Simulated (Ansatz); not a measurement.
**MgZnH₂: one structure at several levels**

Aim: energy, forces and dipole at a structure displaced at random from a GFN2-xTB minimum, from CCSD(T) and from density functionals.

Method: single points in def2-TZVPP; program: Ansatz 0.2.0, Gaussian basis.

Correlated methods freeze the cores. The 3s and 3p shells of Cu and Zn are frozen; filled d shells are correlated. The outer core shell of Li, Na, Mg and K is correlated.

## 1. The system as given

SMILES `[MgH][ZnH]`, 4 atoms, charge 0, spin multiplicity 1.

Atoms are counted from 1 here; the program's logs count them from 0.

Bond lengths: Mg1–Zn2 2.599 Å, Mg1–H3 1.885 Å, Zn2–H4 1.787 Å. Angles: Zn2–Mg1–H3 177.1°, Mg1–Zn2–H4 174.4°.

Geometry (Å):

```tsv
atom	x (Å)	y (Å)	z (Å)
Mg1	0.2078	-1.1396	0.5777
Zn2	-0.2157	1.1428	-0.5920
H3	0.4450	-2.7742	1.4863
H4	-0.3512	2.6916	-1.4732
```

## 2. CCSD(T)/def2-TZVPP

run/in.yaml

```yaml
crystal:
  periodic: [false, false, false]
  atoms:
    - {symbol: Mg, position_ang: [0.207800, -1.139600, 0.577700]}
    - {symbol: Zn, position_ang: [-0.215700, 1.142800, -0.592000]}
    - {symbol: H, position_ang: [0.445000, -2.774200, 1.486300]}
    - {symbol: H, position_ang: [-0.351200, 2.691600, -1.473200]}
basis:
  gaussian: {orbitals: def2-TZVPP}
correlation: {method: ccsd_t, frozen_orbitals: {H: 0, Mg: 1, Zn: 9}}
output: {forces: true}
```

The command line of these runs was not kept.

## 3. PBE0-D4/def2-TZVPP

Edit run/in.yaml of step 2 so:

```diff
@@ -9,3 +9,3 @@
   gaussian: {orbitals: def2-TZVPP}
-correlation: {method: ccsd_t, frozen_orbitals: {H: 0, Mg: 1, Zn: 9}}
-output: {forces: true}
+hamiltonian: {xc: pbe0, dispersion: d4}
+output: {forces: true, orbitals: {seedname: orbitals}}
```

## 4. wB97M-V/def2-TZVPP

Edit run/in.yaml of step 3 so:

```diff
@@ -9,3 +9,3 @@
   gaussian: {orbitals: def2-TZVPP}
-hamiltonian: {xc: pbe0, dispersion: d4}
-output: {forces: true, orbitals: {seedname: orbitals}}
+hamiltonian: {xc: {name: wB97M-V}}
+output: {forces: true}
```

## 5. r2SCAN-D4/def2-TZVPP

Edit run/in.yaml of step 4 so:

```diff
@@ -9,3 +9,3 @@
   gaussian: {orbitals: def2-TZVPP}
-hamiltonian: {xc: {name: wB97M-V}}
+hamiltonian: {xc: r2scan, dispersion: d4}
 output: {forces: true}
```

## 6. PBE-D4/def2-TZVPP

Edit run/in.yaml of step 5 so:

```diff
@@ -9,3 +9,3 @@
   gaussian: {orbitals: def2-TZVPP}
-hamiltonian: {xc: r2scan, dispersion: d4}
+hamiltonian: {xc: pbe, dispersion: d4}
 output: {forces: true}
```

## 7. revPBE-D4/def2-TZVPP

Edit run/in.yaml of step 6 so:

```diff
@@ -9,3 +9,3 @@
   gaussian: {orbitals: def2-TZVPP}
-hamiltonian: {xc: pbe, dispersion: d4}
+hamiltonian: {xc: {name: revPBE}, dispersion: d4}
 output: {forces: true}
```

## 8. B97M-V/def2-TZVPP

Edit run/in.yaml of step 7 so:

```diff
@@ -9,3 +9,3 @@
   gaussian: {orbitals: def2-TZVPP}
-hamiltonian: {xc: {name: revPBE}, dispersion: d4}
+hamiltonian: {xc: {name: B97M-V}}
 output: {forces: true}
```

(Steps that only read results are left out.)

Before running it: what results should come out? Wanted: energy less free atoms, CCSD(T)/def2-TZVPP; RMS force component; RMS force error; HOMO and LUMO, PBE0-D4; T1 diagnostic.

As calculated:

```
                                  quantity                                                                                            value
energy less free atoms, CCSD(T)/def2-TZVPP                                                                                        -4.224 eV
                       RMS force component                                                             0.729 to 0.849 eV/Å over the methods
                           RMS force error  PBE0-D4 0.040, wB97M-V 0.060, r2SCAN-D4 0.037, PBE-D4 0.104, revPBE-D4 0.129, B97M-V 0.079 eV/Å
                    HOMO and LUMO, PBE0-D4                                                                               -6.09 and -1.75 eV
                             T1 diagnostic                                                                                            0.014
```

In words: Against CCSD(T) the functionals' energies less atoms differ by -0.516 to -0.091 eV, PBE-D4 by -0.114 eV. The reference is not at the basis limit: in triple zeta CCSD(T) underbinds, which counts against methods that bind more; the gaps are no ranking. On forces the order runs from r2SCAN-D4 to revPBE-D4. Frozen-core CCSD(T) forces in triple zeta carry basis errors of their own, and this is one geometry, so small gaps rank nothing.
